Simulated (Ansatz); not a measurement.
# SiBr₄: vertical ionisation energy

One table from this session's results is given with a row withheld; the runs are named, their logs left out.

Computed with Ansatz 0.2.0, Gaussian basis. Level: unrestricted cation, the program's frozen cores in correlated methods.

The runs, in order: UKS PBE-D4/def2-TZVPP; UKS r2SCAN-D4/def2-TZVPP; UKS PBE0-D4/def2-TZVPP; UKS B3LYP-D4/def2-TZVPP; UKS B2PLYP/def2-TZVPP; UHF-CCSD(T)/def2-TZVPP; UHF-MP2/def2-QZVPP; extrapolation to the limit; then −ε(HOMO) from the neutral's earlier runs with LDA (SPW92), PBE-D4, revPBE-D4, BLYP-D4, r2SCAN-D4, B97M-V, PBE0-D4, B3LYP-D4, r2SCANh-D4, r2SCAN0-D4, HSE06-D4, BHLYP-D4, CAM-B3LYP-D4, LC-ωPBE, ωB97X-V, ωB97M-V.

2 further runs of the same task are left out: 2 that didn't finish.

### The geometry

The geometry comes from an earlier relaxation with PBE0-D4 in a triple-zeta def2 set; it is a stationary point.

SMILES `Br[Si](Br)(Br)Br`, 5 atoms, charge 0, spin multiplicity 1.

Atoms are counted from 1 here; the program's logs count them from 0.

Bond lengths: Br1–Si2 2.194 Å, Si2–Br3 2.194 Å, Si2–Br4 2.194 Å, Si2–Br5 2.194 Å. Angles: Br1–Si2–Br3 109.5°, Br1–Si2–Br4 109.5°, Br1–Si2–Br5 109.5°, Br3–Si2–Br4 109.5°, Br3–Si2–Br5 109.5°, Br4–Si2–Br5 109.5°.

Set-up of the first run:

in.yaml

```yaml
crystal:
  periodic: [false, false, false]
  atoms:
    - {symbol: Br, position_ang: [-1.190215, 0.095809, 1.824986]}
    - {symbol: Si, position_ang: [0.009974, -0.014739, -0.008279]}
    - {symbol: Br, position_ang: [1.848133, -1.145055, 0.388056]}
    - {symbol: Br, position_ang: [-1.144242, -1.022788, -1.578362]}
    - {symbol: Br, position_ang: [0.526250, 2.013073, -0.667801]}
basis:
  gaussian: {orbitals: def2-TZVPP}
total_charge: 1
magnetization: {spin_polarized: true, initial_magnetization: 1}
hamiltonian: {xc: pbe, dispersion: d4}
```

Command:

```
> ansatz run in.yaml --threads 2 --pin off --events-out ev --progress --plain --max-ram 32768MiB --backend cpu
```

Steps of the session up to this table: Cation, UKS PBE-D4/def2-TZVPP; Cation, UKS r2SCAN-D4/def2-TZVPP; Cation, UKS PBE0-D4/def2-TZVPP; Cation, UKS B3LYP-D4/def2-TZVPP; Cation, UKS B2PLYP (frozen core)/def2-TZVPP; Cation, UHF-CCSD(T)/def2-TZVPP; Cation, UHF-MP2/def2-QZVPP.

One table of the session follows, with a row left open; its other results are not shown here.

For comparison, −ε(HOMO) of the neutral from earlier runs:

| functional | −ε(HOMO) (eV) |
| --- | --- |
| LDA (SPW92) | 7.57 |
| PBE-D4 | 7.40 |
| revPBE-D4 | 7.34 |
| BLYP-D4 | 7.21 |
| r2SCAN-D4 | 7.76 |
| B97M-V | 7.82 |
| PBE0-D4 | 8.69 |
| B3LYP-D4 | 8.41 |
| r2SCANh-D4 | 8.23 |
| r2SCAN0-D4 | 8.93 |
| HSE06-D4 | 8.30 |
| BHLYP-D4 | 9.80 |
| CAM-B3LYP-D4 | 9.99 |
| LC-ωPBE | 11.40 |
| ωB97X-V | 11.03 |
| ωB97M-V | ? |

**Question.** Estimate the row for ωB97M-V.

As computed: −ε(HOMO) (eV): 10.88. In the column «−ε(HOMO) (eV)» it lies between CAM-B3LYP-D4 (9.99) and ωB97X-V (11.03).

To keep in mind: In point group Td the highest level is often degenerate; the cation then breaks the symmetry, and the runs may pick different components.
